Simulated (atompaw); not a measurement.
**A PAW (atompaw) potential for tantalum, from input to tests**

Do these settings give a usable potential? It is generated, then checked for scattering, ghosts and hardness.

The numbers are computed with atompaw 4.2.0.5 (PBEsol, scalar-relativistic, spin-unpolarised reference atom).

## 1. The design

The settings as typed:

| Quantity | Value |
| --- | --- |
| element | tantalum (Ta, Z = 73) |
| type | PAW |
| frozen core | [Kr] 4d10 4f14 |
| valence charge | 13 |
| reference configuration | 5s2 5p6 5d3 6s2 6p0 |
| partial waves | 5s (bound): rc 1.25 bohr; 6s (bound): rc 2.80 bohr; 5p (bound): rc 1.55 bohr; 6p (bound, empty): rc 2.80 bohr; 5d (bound): rc 2.80 bohr; 5d channel at 2.4 Ry: rc 2.80 bohr |
| local potential | ultrasoft scheme with l = 3 at 0 Ry, radius 2.10 bohr |
| core correction | smooth core density matched at 2.05 bohr |
| augmentation charge | besselshape compensation charge, radius 2.30 bohr; PAW radius 2.80 bohr; waves and projectors: custom polynom2 7 10 vanderbiltortho |

An earlier all-electron run gives the scale for the radii.

All-electron outer shells of the reference configuration (PBEsol, scalar-relativistic, ld1.x):

```
shell  level (eV)  outermost node (bohr)  outermost maximum (bohr)
   4d     -222.03                   0.22                      0.46
   5s      -73.03                   0.54                      0.98
   5p      -39.42                   0.58                      1.13
   4f      -24.73                      –                      0.44
   6s       -5.47                   1.32                      2.78
   5d       -3.62                   0.65                      1.58
   6p       -1.36                   1.59                      3.85
```

## 2. Generating the potential

File Ta.input:

```
Ta 73
GGA-PBESOL scalarrelativistic loggrid 2001 logderivrange -7 5 301
6 6 5 4 0 0
6 1 0
5 2 3
0 0 0
c
c
c
c
v
v
c
c
c
v
v
c
c
v
c
2
2.80 2.30 2.10 2.05
n
n
y
2.4
n
custom polynom2 7 10 vanderbiltortho besselshape
3 0 ultrasoft
1.25
2.80
1.55
2.80
2.80
2.80
PWSCFOUT
UPFDX 0.0125d0 UPFXMIN -7.d0 UPFZMESH 73.d0
END
```

Run with:

```bash
$ atompaw < Ta.input > Ta.log
```

**Question.** What will these runs give? Wanted: cutoffs for 10 and 1 mRy, occupied levels; bound ghosts; largest phase difference near zero energy, channels read; lowest eigenvalue of the overlap; share of valence orbitals outside the PAW sphere; UPF file.

The runs gave:

| quantity | value |
| --- | --- |
| cutoffs for 10 and 1 mRy, occupied levels | 30 Ry and 100 Ry |
| bound ghosts | none found |
| largest phase difference near zero energy, channels read | 0.027 rad |
| lowest eigenvalue of the overlap (Bessel basis) | 0.388 (s) |
| share of valence orbitals outside the PAW sphere | 5s 0 %, 6s 62 %, 5p 1 %, 6p 89 %, 5d 24 % |
| UPF file | written |

By its cutoff, 30 Ry for the looser tolerance, it is soft on the atom at that tolerance. The tighter tolerance needs 100 Ry, and converged work needs a cutoff nearer that. No bound ghost shows below the valence levels. Near zero energy the phases of the channels with partial waves agree within 0.027 rad. Note that the frozen 4f shell (-25 eV) lies higher than the valence 5s shell (-73 eV). All of this concerns the isolated atom, not yet a solid.
